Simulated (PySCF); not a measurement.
# CeH8N4 (Ce(NH2)4): the cost of one run

Computed with PySCF 2.14.0. Level: several levels, as the steps say, no spin–orbit coupling.

3 further runs of the same task are left out: 2 for a known fault of the program, 1 set aside as unsound or not needed.

### 1 The starting structure

13 atoms, charge 0, spin multiplicity 1.

Bond lengths: Ce1–N2 2.212 Å, Ce1–H3 2.967 Å, Ce1–H4 2.905 Å, Ce1–N5 2.212 Å, Ce1–H6 2.905 Å, Ce1–H7 2.967 Å, Ce1–N8 2.212 Å, Ce1–H9 2.905 Å, Ce1–H10 2.967 Å, Ce1–N11 2.212 Å, Ce1–H12 2.967 Å, Ce1–H13 2.905 Å, N2–H3 1.021 Å, N2–H4 1.022 Å, N5–H6 1.023 Å, N5–H7 1.021 Å, N8–H9 1.022 Å, N8–H10 1.021 Å and more. Angles: N2–Ce1–H3 15.4°, N2–Ce1–H4 17.1°, N2–Ce1–N5 109.6°, N2–Ce1–H6 105.8°, N2–Ce1–H7 113.8°, N2–Ce1–N8 109.2°, N2–Ce1–H9 95.9°, N2–Ce1–H10 118.8°, N2–Ce1–N11 109.6°, N2–Ce1–H12 94.5°, N2–Ce1–H13 125.6°, H3–Ce1–H4 32.4°, H3–Ce1–N5 94.5°, H3–Ce1–H6 90.4°, H3–Ce1–H7 99.9°, H3–Ce1–N8 118.8°, H3–Ce1–H9 103.5°, H3–Ce1–H10 130.9° and more.

Geometry (Å):

```mol
CeH8N4
  3D, bonds by distance, orders not assigned

 13 20  0  0  0  0  0  0  0  0999 V2000
    0.0000    0.0000   -0.0000 Ce  0  0
    1.2819    1.2424    1.3064 N   0  0
    1.2334    1.3837    2.3162 H   0  0
    2.1372    1.7019    0.9869 H   0  0
   -1.2819   -1.3064    1.2424 N   0  0
   -2.1383   -0.9867    1.7010 H   0  0
   -1.2323   -2.3165    1.3843 H   0  0
    1.2819   -1.2424   -1.3064 N   0  0
    2.1372   -1.7019   -0.9869 H   0  0
    1.2334   -1.3837   -2.3162 H   0  0
   -1.2819    1.3064   -1.2424 N   0  0
   -1.2323    2.3165   -1.3843 H   0  0
   -2.1383    0.9867   -1.7010 H   0  0
  1  2  8  0
  1  3  8  0
  1  4  8  0
  1  5  8  0
  1  6  8  0
  1  7  8  0
  1  8  8  0
  1  9  8  0
  1 10  8  0
  1 11  8  0
  1 12  8  0
  1 13  8  0
  2  3  8  0
  2  4  8  0
  5  6  8  0
  5  7  8  0
  8  9  8  0
  8 10  8  0
 11 12  8  0
 11 13  8  0
M  END
```

Formal oxidation states: Ce +4. The 4f shell is empty and lies in the core potential. An earlier session relaxed this geometry at r2SCAN, Ce lcecp-2-SVP with ECP46, N def2-SVP, H def2-SVP (singlet, point group D2).

At r2SCAN on the finer grid: E = -262.229852 Eh, frontier levels not given, since the 4f levels lie in the core, Mulliken charge on Ce1 +1.14 e, largest force component 0.023 eV/Å. The large-core potential holds the 4f shell empty.

Levels to run: B3LYP; wB97X; BP86; M06-L; r2SCAN, TZVP; r2SCAN, x2c-SVP. Hardware: 2 threads of Arm Neoverse V1, shared host.

### 2 B3LYP

The input, run.py (the lines that set the calculation):

```python
mol = gto.M(atom='''
Ce     0.00002     0.00000     0.00000
N      1.28189     1.24241     1.30645
H      1.23342     1.38368     2.31616
H      2.13715     1.70187     0.98691
N     -1.28188    -1.30638     1.24244
H     -2.13830    -0.98666     1.70103
H     -1.23229    -2.31655     1.38435
N      1.28189    -1.24241    -1.30645
H      2.13715    -1.70187    -0.98691
H      1.23342    -1.38368    -2.31616
N     -1.28188     1.30638    -1.24244
H     -1.23229     2.31655    -1.38435
H     -2.13830     0.98666    -1.70103''',
    basis={'Ce': 'lcecp-2-SVP', 'N': 'def2-SVP', 'H': 'def2-SVP'},
    ecp={'Ce': 'lcecp-2-SVP'},
    charge=0, spin=0)
mf = dft.RKS(mol, xc='B3LYP')
mf.grids.atom_grid = (75, 302)  # f atoms: unpruned, at least (60, 302)
mf = mf.density_fit()  # fitting sets: Ce AutoAux, N def2-universal-JKFIT, H def2-universal-JKFIT
mf.conv_tol = 1e-08; mf.max_cycle = 55
mf.kernel(dm0)  # dm0: the density of the relaxed state
```

Launch:

```console
$ OMP_NUM_THREADS=2 python run.py
```

**Question.** How long does this run take on 2 threads of Arm Neoverse V1, shared host?

About 9.5 s.
